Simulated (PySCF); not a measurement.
# The bond of PbF−, level by level

One job finds the state of PbF−, follows it along the bond with each method and fits the curves.

Program: PySCF 2.14.0. Level of theory: Pb def2-SVPD with ECP60, F def2-SVPD, scalar-relativistic core potentials. These are calculated values, not measurements.

1 further run of the same task is left out (set aside as unsound or not needed).

### Step 1. Input

The job is set up so:

```yaml
atoms: Pb, F
charge: -1
basis: Pb def2-SVPD with ECP60, F def2-SVPD
Hamiltonian: scalar-relativistic core potentials
basis_functions: 55
electrons_treated: 32
masses_in_u: 207.9766, 18.9984
levels: PBE0, PBE, r²SCAN, B2PLYP, BP86, M06-2X, LC-ωPBE, HF, MP2, SCS-MP2, CCSD, CCSD(T)
grid: 80 radial by 434 angular points
occupations: held fixed by the projection of orbital angular momentum
dissociation_limit: Pb + F−, each in its ground configuration
starting_distance_in_angstrom: 2.110
values_of_2S_to_try: 0, 2
```

On the command line:

```
OMP_NUM_THREADS=1 python dia.py task.json out
```

Further steps of the session: The PBE0 curve of the state that the search chose; Excited determinants; PBE (GGA); r²SCAN (meta-GGA); B2PLYP; BP86 (GGA); M06-2X (hybrid meta-GGA); LC-ωPBE (range-separated hybrid); UHF (mean field); Correlated methods on the Hartree–Fock reference.

**Question.** What will these runs give? Wanted: for each run, Re; ωe; De; μ.

As calculated:

Lowest PBE0 solution found, without spin–orbit coupling: ³Σ⁻ (triplet), unpaired electrons π ↑↑. State 2 has its PBE0 minimum 0.28 eV higher, as a spin-mixed determinant (⟨S²⟩ = 1.01), so this is no gap between pure states. The other levels ran on the lowest alone.

| level | Re (Å) | ωe (cm⁻¹) | De (eV) | μ (D) |
| --- | --- | --- | --- | --- |
| UHF | 2.199 | 385 | 2.10 | -3.91 |
| UHF-MP2 | 2.216 | 383 | 2.23 | n/a |
| UHF-SCS-MP2 | 2.222 | 378 | 2.17 | n/a |
| UHF-CCSD | 2.214 | 383 | 2.21 | n/a |
| UHF-CCSD(T) | 2.219 | 381 | 2.24 | n/a |
| PBE | 2.238 | 367 | 2.31 | -3.57 |
| BP86 | 2.235 | 369 | 2.31 | -3.50 |
| r²SCAN | 2.206 | 389 | 2.47 | -3.48 |
| PBE0 | 2.207 | 387 | 2.32 | -3.63 |
| M06-2X | 2.217 | 380 | 2.30 | -4.07 |
| LC-ωPBE | 2.203 | 389 | 2.21 | -3.79 |
| B2PLYP | 2.224 | 376 | 2.20 | -3.99 |

De is counted to Pb + F− in their ground configurations. A positive dipole points from Pb to F; in an ion it is taken about the centre of mass and does not tell which atom is negative.

Differences from CCSD(T) in the same basis:

| level | Re (mÅ) | ωe (%) |
| --- | --- | --- |
| UHF | -20 | +1.1 |
| UHF-MP2 | -2 | +0.7 |
| UHF-SCS-MP2 | +4 | -0.7 |
| UHF-CCSD | -5 | +0.6 |
| PBE | +20 | -3.6 |
| BP86 | +17 | -3.0 |
| r²SCAN | -13 | +2.3 |
| PBE0 | -11 | +1.6 |
| M06-2X | -2 | -0.1 |
| LC-ωPBE | -15 | +2.2 |
| B2PLYP | +6 | -1.3 |

What this shows: Judged by CCSD(T) in the same basis: best bond length UHF-MP2 and M06-2X (-2 mÅ), worst UHF and PBE (20 mÅ off); best wavenumber M06-2X (-0.1 %), worst PBE (-3.6 %). Hartree–Fock falls on the short and stiff side, its usual fault. PBE gives a bond that is too long and too soft, as GGAs tend to. CCSD(T) in a basis this small is itself some way from its limit, more so than the functionals. Of the levels with a De here, UHF gives the least (2.10 eV) and r²SCAN the most (2.47 eV).

Correlated steps freeze 5 core orbitals. Spin–orbit coupling is left out, which matters for elements this heavy, above all for dissociation energies. B2PLYP dipoles, levels and charges come from its SCF part alone. With some functionals the highest level of the anion is positive, from self-interaction error or because the anion is truly unbound there; the finite basis then holds the extra electron, and no neutral molecule was run to test the binding. With spin–orbit coupling the term label itself may not hold.
